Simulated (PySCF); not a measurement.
# [BiF4]+: other functionals and bases at one geometry

One table from this session's results is given with a row withheld; the runs are named, their logs left out.

Computed with PySCF 2.14.0. Level: several levels, as the steps say, no spin–orbit coupling.

2 further runs of the same task are left out: 2 for a known fault of the program.

## Starting geometry

5 atoms, charge 1, spin multiplicity 1.

Bond lengths: Bi1–F2 1.998 Å, Bi1–F3 1.998 Å, Bi1–F4 1.998 Å, Bi1–F5 1.998 Å. Angles: F2–Bi1–F3 109.5°, F2–Bi1–F4 109.5°, F2–Bi1–F5 109.5°, F3–Bi1–F4 109.5°, F3–Bi1–F5 109.5°, F4–Bi1–F5 109.5°.

Coordinates:

| atom | x (Å) | y (Å) | z (Å) |
| --- | --- | --- | --- |
| Bi1 | 0.0000 | 0.0000 | 0.0000 |
| F2 | 1.1535 | 1.1535 | 1.1535 |
| F3 | -1.1535 | -1.1535 | 1.1535 |
| F4 | 1.1535 | -1.1535 | -1.1535 |
| F5 | -1.1535 | 1.1535 | -1.1535 |

Formal oxidation states: Bi +5. An earlier session relaxed this geometry at TPSS, Bi def2-SVP with ECP60, F def2-SVP (singlet, point group Td).

At TPSS on the finer grid: E = -613.237601 Eh, HOMO -16.83 eV, LUMO -14.39 eV, Mulliken charge on Bi1 +1.82 e, largest force component 0.015 eV/Å. 

Levels to run: r2SCAN; PBE; BLYP; TPSSh; TPSS, TZVP; TPSS, x2c-SVP. Hardware: 2 threads of Arm Neoverse V1, shared host.

Set-up of the first run:

Input file run.py (the lines that set the calculation):

```python
mol = gto.M(atom='''
Bi     0.00000     0.00000     0.00000
F      1.15353     1.15353     1.15353
F     -1.15353    -1.15353     1.15353
F      1.15353    -1.15353    -1.15353
F     -1.15353     1.15353    -1.15353''',
    basis={'Bi': 'def2-SVP', 'F': 'def2-SVP'},
    ecp={'Bi': 'def2-SVP'},
    charge=1, spin=0)
mf = dft.RKS(mol, xc='R2SCAN')
mf.grids.atom_grid = (75, 302)
mf = mf.density_fit()  # fitting sets: Bi def2-universal-JKFIT, F def2-universal-JKFIT
mf.conv_tol = 1e-08; mf.max_cycle = 55
mf.kernel(dm0)  # dm0: the density of the relaxed state
```

Command:

```sh
$ OMP_NUM_THREADS=2 python run.py
```

Steps of the session up to this table: r2SCAN; PBE; BLYP; TPSSh; TPSS, TZVP; TPSS, x2c-SVP.

One of the session's tables, all rows but one given; the rest of the session is left out.

| level | HOMO (eV) | gap (eV) | charge on Bi1 (e) | largest force component (eV/Å) |
| --- | --- | --- | --- | --- |
| TPSS (relaxed here) | -16.83 | 2.44 | 1.82 | 0.01 |
| r2SCAN | -17.32 | 2.71 | 1.91 | 0.22 |
| PBE | -16.61 | 2.18 | 1.76 | 0.07 |
| BLYP | -16.48 | 2.20 | 1.75 | 0.21 |
| TPSSh | -17.75 | 3.58 | 1.89 | 0.20 |
| TPSS, TZVP | ? | ? | ? | ? |
| TPSS, x2c-SVP | -16.82 | 2.41 | 1.91 | 0.31 |

Q: Estimate the row for TPSS, TZVP from the others.

The run gave: HOMO (eV): -17.10; gap (eV): 2.55; charge on Bi1 (e): 1.88; largest force component (eV/Å): 0.57. In the column «HOMO (eV)» it lies between r2SCAN (-17.32) and TPSS (relaxed here) (-16.83).

In one basis the gap runs from 2.18 eV (PBE) to 3.58 eV (TPSSh). The largest leftover force, 0.57 eV/Å with TPSS, TZVP, stands at a geometry relaxed at another level. Total energies of different levels can't be compared.
